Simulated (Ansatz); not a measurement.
Crystal: Sn3Se.

```
Sn Se
1.0
     0.00000    3.73314    3.73314
     3.73314    0.00000    3.73314
     3.73314    3.73314    0.00000
Sn Se
3 1
Direct
  0.50000 0.50000 0.50000
  0.75000 0.75000 0.75000
  0.25000 0.25000 0.25000
  0.00000 0.00000 0.00000
```

The cell comes from a database or a generator and needn't be the stable form of this composition.

Base run:

| Quantity | Value |
| --- | --- |
| Program | Ansatz 0.2.0 |
| Functional | PBE |
| Potentials or basis | Ansatz PAW |
| Cutoff | 420 eV |
| Density cutoff | 1680 eV |
| k mesh | 6 × 6 × 6 |
| Occupations | fermi-dirac, width 0.05 eV |
| Spin | no spin polarisation |

Its results: band gap on the k mesh none (metal or under the smearing width); pressure -0.2 GPa.

Q: After a change of settings the same cell gave: band gap on the k mesh none (metal or under the smearing width); pressure -1.3 GPa. Which change was it?
A. functional from PBE to LDA
B. functional from PBE to PBEsol; spin from no spin polarisation to spin-orbit coupling, no magnetisation; potential files from those of the base run to others of the same set
C. functional from PBE to r2SCAN; cutoff from 420 eV to 500 eV; density cutoff from 1680 eV to 2000 eV

A: C.

Caveats: the PAW data sets come from PBE, with cores solved anew for the run's functional, which leaves a small shift of forces and pressure (some runs).

Not every run made on this cell is shown here.
